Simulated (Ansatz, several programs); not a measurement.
GaAs (started from an entry of an open crystallographic database), relaxed with PBE in Ansatz (plane waves, PAW): the symmetry is F-43m (No. 216, cubic); conventional cell a = 5.745 Å, 23.70 Å³ an atom. Around Ga lie 4 As at 2.49 Å; around As lie 4 Ga at 2.49 Å. The cell was then scaled with its shape and fractional coordinates held. Calculated for a static, non-magnetic cell.

```csv
V (Å³/atom),E (meV/atom)
22.274,18.19
22.985,4.24
23.696,0.00
25.117,13.65
```

(1) Pass a cubic E = c₀ + c₁u + c₂u² + c₃u³, with u = V − 23.518 Å³, through these points.

(2) Where is the minimum, and what bulk modulus follows?

(3) Predict the energy and the pressure at the withheld volume, 24.407 Å³.

## Answers

(1) c₀ = 0.25, c₁ = -2.835, c₂ = 8.310, c₃ = -0.8094 (meV and Å³).

(2) dE/du = 0 at u = +0.175, so V₀ = 23.69 Å³. B = V₀ d²E/dV² = 23.69 × (2c₂ + 6c₃u) = 23.69 × 15.769 = 374 meV/Å³, and 1 meV/Å³ is 0.16022 GPa: 60 GPa. A third-order Birch-Murnaghan fit to all five points gives 23.69 Å³ and 59 GPa.

(3) With u = +0.889: E ≈ 3.73 meV and P = −dE/dV ≈ -1.61 GPa. The run gives 3.73 meV and, from its stress, -1.50 GPa.
